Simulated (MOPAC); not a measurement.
**B2NH5O (SMILES BOBN) at 6 levels**

We compute a comparison of 6 runs (AM1, MNDO, PM3, PM6, PM6-D3H4, PM7) of B2NH5O. 

The calculation is run with MOPAC 23.2.5.

3 further runs of the same task are left out: 1 that didn't finish, 2 set aside as unsound or not needed.

## Step 1: The molecule

B2NH5O: 9 atoms, total charge 0, spin state singlet. SMILES: `BOBN`. The coordinates come from a GFN2-xTB relaxation. This is one conformer, not always the lowest.

Bond lengths: B1–O2 1.295 Å, O2–B3 1.322 Å, B3–N4 1.403 Å, B1–H5 1.185 Å, B1–H6 1.185 Å, B3–H7 1.177 Å, N4–H8 1.005 Å, N4–H9 1.002 Å. Angles: B1–O2–B3 178.8°, O2–B3–N4 120.4°, O2–B1–H5 120.0°, O2–B1–H6 119.9°, O2–B3–H7 120.1°, N4–B3–H7 119.5°, B3–N4–H8 122.6°, B3–N4–H9 123.8°, H5–B1–H6 120.1°, H8–N4–H9 113.6°.

## Step 2: Energy and forces at AM1 (run 1)

calc.mop

```
AM1 DISP GRADIENTS BONDS 1SCF AUX(PRECISION=6) THREADS=1
gradient of B2H5NO

B -0.554830 1 1.774420 1 0.183280 1
O -0.246110 1 0.526480 1 0.337160 1
B 0.079630 1 -0.748010 1 0.469550 1
N 0.590370 1 -1.467420 1 -0.621680 1
H -1.652690 1 2.076220 1 -0.143520 1
H 0.259820 1 2.612800 1 0.374500 1
H -0.057600 1 -1.287220 1 1.506670 1
H 0.726140 1 -1.053970 1 -1.527620 1
H 0.855280 1 -2.433300 1 -0.578330 1
```

On the command line:

```
$ mopac calc.mop
```

calc.out:

```text
MOPAC v23.2.5
AM1 CALCULATION RESULTS
[...]
           Empirical Formula: H5 N O B2  =     9 atoms
      MOLECULAR POINT GROUP   :   Cs
[...]
     SCF FIELD WAS ACHIEVED
[...]
                              SUM =        -93.34038 KCAL/MOL = FINAL HEAT OF FORMATION
          TOTAL ENERGY            =       -737.52022 EV
          ELECTRONIC ENERGY       =      -2001.40630 EV
          CORE-CORE REPULSION     =       1263.88608 EV
          COSMO AREA              =        103.85 SQUARE ANGSTROMS
          COSMO VOLUME            =         84.36 CUBIC ANGSTROMS
          GRADIENT NORM           =         87.59297          =       29.19766 PER ATOM
          IONIZATION POTENTIAL    =          9.717158 EV
          HOMO LUMO ENERGIES (EV) =         -9.717  1.572
          NO. OF FILLED LEVELS    =         11
          MOLECULAR WEIGHT        =         56.6656         POINT GROUP:  Cs
[...]
                             CARTESIAN COORDINATES
   1    B       -0.554830000     1.774420000     0.183280000
   2    O       -0.246110000     0.526480000     0.337160000
   3    B        0.079630000    -0.748010000     0.469550000
   4    N        0.590370000    -1.467420000    -0.621680000
   5    H       -1.652690000     2.076220000    -0.143520000
   6    H        0.259820000     2.612800000     0.374500000
   7    H       -0.057600000    -1.287220000     1.506670000
   8    H        0.726140000    -1.053970000    -1.527620000
   9    H        0.855280000    -2.433300000    -0.578330000
           Empirical Formula: H5 N O B2  =     9 atoms
      MOLECULAR POINT GROUP   :   Cs
[...]
              NET ATOMIC CHARGES AND DIPOLE CONTRIBUTIONS
  ATOM NO.   TYPE          CHARGE      No. of ELECS.   s-Pop       p-Pop
    1          B           0.304989        2.6950     1.20324     1.49177
    2          O          -0.421270        6.4213     1.69141     4.72986
    3          B           0.297607        2.7024     1.12454     1.57786
    4          N          -0.485666        5.4857     1.46697     4.01869
    5          H          -0.062828        1.0628     1.06283
    6          H          -0.063347        1.0633     1.06335
    7          H           0.032572        0.9674     0.96743
    8          H           0.186791        0.8132     0.81321
    9          H           0.211151        0.7888     0.78885
 DIPOLE           X         Y         Z       TOTAL
 POINT-CHG.     0.351    -1.148    -0.084     1.204
 HYBRID         0.234    -0.256    -0.572     0.669
 SUM            0.586    -1.404    -0.656     1.657
[...]
 * JOB ENDED NORMALLY *
[...]
```

Wall time 0.02 s (1 thread of Intel Xeon 6975P-C (Granite Rapids), shared host).

## Step 3: Energy and gradient at MNDO (run 2)

b2h5no.mop

```
MNDO 1SCF BONDS DISP GRADIENTS AUX(PRECISION=6) THREADS=1
B2H5NO

B -0.554830 1 1.774420 1 0.183280 1
O -0.246110 1 0.526480 1 0.337160 1
B 0.079630 1 -0.748010 1 0.469550 1
N 0.590370 1 -1.467420 1 -0.621680 1
H -1.652690 1 2.076220 1 -0.143520 1
H 0.259820 1 2.612800 1 0.374500 1
H -0.057600 1 -1.287220 1 1.506670 1
H 0.726140 1 -1.053970 1 -1.527620 1
H 0.855280 1 -2.433300 1 -0.578330 1
```

On the command line:

```
$ mopac b2h5no.mop
```

b2h5no.out:

```text
MOPAC v23.2.5
MNDO CALCULATION RESULTS
[...]
           Empirical Formula: H5 N O B2  =     9 atoms
      MOLECULAR POINT GROUP   :   Cs
[...]
     SCF FIELD WAS ACHIEVED
[...]
                              SUM =       -111.20288 KCAL/MOL = FINAL HEAT OF FORMATION
          TOTAL ENERGY            =       -743.96887 EV
          ELECTRONIC ENERGY       =      -2017.77843 EV
          CORE-CORE REPULSION     =       1273.80956 EV
          COSMO AREA              =        103.85 SQUARE ANGSTROMS
          COSMO VOLUME            =         84.36 CUBIC ANGSTROMS
          GRADIENT NORM           =         64.67942          =       21.55981 PER ATOM
          IONIZATION POTENTIAL    =         10.495000 EV
          HOMO LUMO ENERGIES (EV) =        -10.495  1.781
          NO. OF FILLED LEVELS    =         11
          MOLECULAR WEIGHT        =         56.6656         POINT GROUP:  Cs
[...]
                             CARTESIAN COORDINATES
   1    B       -0.554830000     1.774420000     0.183280000
   2    O       -0.246110000     0.526480000     0.337160000
   3    B        0.079630000    -0.748010000     0.469550000
   4    N        0.590370000    -1.467420000    -0.621680000
   5    H       -1.652690000     2.076220000    -0.143520000
   6    H        0.259820000     2.612800000     0.374500000
   7    H       -0.057600000    -1.287220000     1.506670000
   8    H        0.726140000    -1.053970000    -1.527620000
   9    H        0.855280000    -2.433300000    -0.578330000
           Empirical Formula: H5 N O B2  =     9 atoms
      MOLECULAR POINT GROUP   :   Cs
[...]
              NET ATOMIC CHARGES AND DIPOLE CONTRIBUTIONS
  ATOM NO.   TYPE          CHARGE      No. of ELECS.   s-Pop       p-Pop
    1          B           0.179218        2.8208     1.17920     1.64158
    2          O          -0.249189        6.2492     1.59185     4.65733
    3          B           0.166221        2.8338     1.08872     1.74506
    4          N          -0.343821        5.3438     1.43565     3.90817
    5          H          -0.048920        1.0489     1.04892
    6          H          -0.049243        1.0492     1.04924
    7          H           0.009518        0.9905     0.99048
    8          H           0.156876        0.8431     0.84312
    9          H           0.179339        0.8207     0.82066
 DIPOLE           X         Y         Z       TOTAL
 POINT-CHG.     0.514    -1.331    -0.479     1.506
 HYBRID         0.218    -0.278    -0.494     0.607
 SUM            0.732    -1.610    -0.973     2.018
[...]
 * JOB ENDED NORMALLY *
[...]
```

It took 0.02 s on 1 thread of Intel Xeon 6975P-C (Granite Rapids), shared host.

Runs 3 to 5 aren't shown in full; the table further down has their settings and results.

## Step 4: Energy and forces at PM7 (run 6)

job.mop

```
PM7 1SCF DISP GRADIENTS BONDS AUX(PRECISION=9) THREADS=1
B2H5NO, PM7

B -0.554830 1 1.774420 1 0.183280 1
O -0.246110 1 0.526480 1 0.337160 1
B 0.079630 1 -0.748010 1 0.469550 1
N 0.590370 1 -1.467420 1 -0.621680 1
H -1.652690 1 2.076220 1 -0.143520 1
H 0.259820 1 2.612800 1 0.374500 1
H -0.057600 1 -1.287220 1 1.506670 1
H 0.726140 1 -1.053970 1 -1.527620 1
H 0.855280 1 -2.433300 1 -0.578330 1
```

On the command line:

```
$ mopac job.mop
```

job.out:

```text
MOPAC v23.2.5
PM7 CALCULATION RESULTS
[...]
           Empirical Formula: H5 N O B2  =     9 atoms
      MOLECULAR POINT GROUP   :   Cs
[...]
     SCF FIELD WAS ACHIEVED
[...]
                              SUM =       -105.83108 KCAL/MOL = FINAL HEAT OF FORMATION
          TOTAL ENERGY            =       -664.75777 EV
          ELECTRONIC ENERGY       =      -1837.63185 EV
          CORE-CORE REPULSION     =       1172.87408 EV
          COSMO AREA              =        103.85 SQUARE ANGSTROMS
          COSMO VOLUME            =         84.36 CUBIC ANGSTROMS
          GRADIENT NORM           =         62.12097          =       20.70699 PER ATOM
          IONIZATION POTENTIAL    =          9.691311 EV
          HOMO LUMO ENERGIES (EV) =         -9.691  0.388
          NO. OF FILLED LEVELS    =         11
          MOLECULAR WEIGHT        =         56.6656         POINT GROUP:  Cs
[...]
                             CARTESIAN COORDINATES
   1    B       -0.554830000     1.774420000     0.183280000
   2    O       -0.246110000     0.526480000     0.337160000
   3    B        0.079630000    -0.748010000     0.469550000
   4    N        0.590370000    -1.467420000    -0.621680000
   5    H       -1.652690000     2.076220000    -0.143520000
   6    H        0.259820000     2.612800000     0.374500000
   7    H       -0.057600000    -1.287220000     1.506670000
   8    H        0.726140000    -1.053970000    -1.527620000
   9    H        0.855280000    -2.433300000    -0.578330000
           Empirical Formula: H5 N O B2  =     9 atoms
      MOLECULAR POINT GROUP   :   Cs
[...]
              NET ATOMIC CHARGES AND DIPOLE CONTRIBUTIONS
  ATOM NO.   TYPE          CHARGE      No. of ELECS.   s-Pop       p-Pop
    1          B           0.158510        2.8415     0.78828     2.05321
    2          O          -0.495843        6.4958     1.58830     4.90755
    3          B           0.240156        2.7598     0.69422     2.06562
    4          N          -0.588101        5.5881     1.52611     4.06199
    5          H           0.031743        0.9683     0.96826
    6          H           0.031616        0.9684     0.96838
    7          H           0.077569        0.9224     0.92243
    8          H           0.266488        0.7335     0.73351
    9          H           0.277861        0.7221     0.72214
 DIPOLE           X         Y         Z       TOTAL
 POINT-CHG.     0.425    -0.984    -0.497     1.181
 HYBRID         0.369    -0.449    -0.867     1.044
 SUM            0.794    -1.432    -1.364     2.131
[...]
 * JOB ENDED NORMALLY *
[...]
```

It took 0.02 s on 1 thread of Intel Xeon 6975P-C (Granite Rapids), shared host.

## Step 5: The series

| run | level | heat of formation (kcal/mol) | dipole moment (D) | HOMO energy (eV) | LUMO energy (eV) | wall time |
| --- | --- | --- | --- | --- | --- | --- |
| 1 | AM1 | -93.34 | 1.66 | -9.72 | 1.57 | 0.02 s |
| 2 | MNDO | -111.20 | 2.02 | -10.49 | 1.78 | 0.02 s |
| 3 | PM3 | -101.16 | 3.05 | -9.76 | 1.24 | 0.02 s |
| 4 | PM6 | -103.10 | 1.94 | -9.69 | 0.98 | 0.02 s |
| 5 | PM6-D3H4 | -100.29 | 1.94 | -9.69 | 0.98 | 0.04 s |
| 6 | PM7 | -105.83 | 2.13 | -9.69 | 0.39 | 0.02 s |

## Step 6: Results

```
                                        quantity            value
                             run 6: total energy     -24.42940 Eh
                            run 6: dipole moment           2.13 D
                              run 6: HOMO energy         -9.69 eV
                              run 6: LUMO energy          0.39 eV
                            run 6: HOMO–LUMO gap         10.08 eV
                        run 6: dispersion energy     -1.75 kJ/mol
run 6: heat of formation at this unrelaxed shape  -105.8 kcal/mol
                 run 6: largest force on an atom       1.968 eV/Å
```

**Reading.** The dipole moment (its size) runs from 1.66 D (AM1) to 3.05 D (PM3). The HOMO–LUMO gap runs from 10.08 eV (PM7) to 12.28 eV (MNDO). Force-field and semi-empirical energies have zeros of their own, so their totals don't compare. All runs together took 0.14 s, the longest 0.04 s.
